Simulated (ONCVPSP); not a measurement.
# An ONCV potential for cobalt, from input to tests

Aim: build the potential from the settings below, then test how well it stands in for the atom: other configurations, scattering, ghost states and the plane-wave cutoff that it needs.

Method: ONCVPSP 4.0.1, PBEsol, scalar-relativistic.

**1. The design**

The settings as typed:

```json
{
  "element": "cobalt (Co, Z = 27)",
  "type": "optimised norm-conserving Vanderbilt (ONCV)",
  "frozen core": "[Ne] 3s2",
  "valence charge": "15",
  "reference configuration": "3p6 3d7 4s2",
  "partial waves": "4s: rc 2.35 bohr, ncon 5, nbas 10, qcut 3.4 1/bohr, 2 projectors, debl 2.6 Ha; 3p: rc 0.95 bohr, ncon 4, nbas 7, qcut 16 1/bohr, 1 projector; 3d: rc 1.50 bohr, ncon 3, nbas 8, qcut 10.4 1/bohr, 3 projectors, debl 3.1 Ha; f scattering state at 0.27 Ha: rc 2.25 bohr, ncon 3, nbas 7, qcut 4.9 1/bohr, 2 projectors, debl 3.7 Ha",
  "local potential": "polynomial inside 0.80 bohr (lpopt 5, dvloc0 6 Ha)",
  "core correction": "Teter function, fcfact 4.5, rcfact 1.8"
}
```

The outer shells as boxes (Hund's rule for the drawing; the calculation is spin-unpolarised):

```
[Ne] core
3s [↑↓]
3p [↑↓][↑↓][↑↓]
3d [↑↓][↑↓][↑ ][↑ ][↑ ]
4s [↑↓]
```

An earlier all-electron run gives the scale for the radii.

All-electron outer shells of the reference configuration (PBEsol, scalar-relativistic, ld1.x):

```tsv
shell	level (eV)	outermost node (bohr)	outermost maximum (bohr)
3s	-102.14	0.31	0.66
3p	-65.51	0.28	0.68
3d	-8.23	–	0.66
4s	-5.49	0.96	2.32
4p	-1.25	1.05	3.21
```

**2. Generating the potential**

Co.dat

```
# ATOM AND REFERENCE CONFIGURATION
# atsym  z   nc   nv     iexc    psfile
  Co 27.00    4    3  -116133      upf
#
#   n    l    f
    1    0    2.00
    2    0    2.00
    2    1    6.00
    3    0    2.00
    3    1    6.00
    3    2    7.00
    4    0    2.00
#
# PSEUDOPOTENTIAL AND OPTIMIZATION
# lmax
    3
#
#   l,   rc,      ep,       ncon, nbas, qcut
    0    2.35    0.00    5   10    3.40
    1    0.95    0.00    4    7   16.00
    2    1.50    0.00    3    8   10.40
    3    2.25    0.27    3    7    4.90
#
# LOCAL POTENTIAL
# lloc, lpopt,  rc(5),   dvloc0
    4    5    0.80    6.00
#
# VANDERBILT-KLEINMAN-BYLANDER PROJECTORs
# l, nproj, debl
    0    2    2.60
    1    1    3.30
    2    3    3.10
    3    2    3.70
#
# MODEL CORE CHARGE
# icmod, fcfact, rcfact
    3    4.50    1.80
#
# LOG DERIVATIVE ANALYSIS
# epsh1, epsh2, depsh
   -4.00    5.00    0.02
#
# OUTPUT GRID
# rlmax, drl
    6.00    0.01
#
# TEST CONFIGURATIONS
# ncnf
    4
# nvcnf
#   n    l    f
    3
    3    1    6.00
    3    2    7.00
    4    0    1.00
#
    3
    3    1    6.00
    3    2    7.00
    4    0    0.00
#
    3
    3    1    6.00
    3    2    6.00
    4    0    0.00
#
    3
    3    1    6.00
    3    2    7.00
    4    0    1.50
#
```

Run with:

```sh
$ oncvpsp.x < Co.dat > Co.out
```

Q: Predict the outcome of this session. Wanted: cutoffs for 1 and 0.1 mHa per electron, occupied waves; bound ghosts; GHOST(+) flags; largest test error; largest phase difference near zero energy, channels read; rms error of d²Exc/dn², without and with the model core.

**Answer**, as computed:

```
                                                quantity                            value
  cutoffs for 1 and 0.1 mHa per electron, occupied waves                  66 Ha and 86 Ha
                                            bound ghosts  s at -77.67 eV, f at -728.89 eV
                                          GHOST(+) flags               none at low energy
                            largest test error (AE − PS)        +110 meV, for 3p6 3d6 4s0
largest phase difference near zero energy, channels read                        0.002 rad
 rms error of d²Exc/dn², without and with the model core                3.77 and 0.94 mHa
```

In words: A bound ghost (s, f) makes it unfit for use: electrons can fall into a state that the atom doesn't have. By total energies transferability is fair for so large an energy: the largest error is 110 meV on 61.6 eV, for 3p6 3d6 4s0. That test lies far up in energy; among those under 40 eV, nearer to bonding, the largest error is 26 meV. By its cutoff, 66 Ha for the looser tolerance, it is very hard. The 3p wave sets it; 3d needs 42 Ha. Near zero energy the phases of the channels with partial waves agree within 0.002 rad. All of this concerns the isolated atom, not yet a solid.
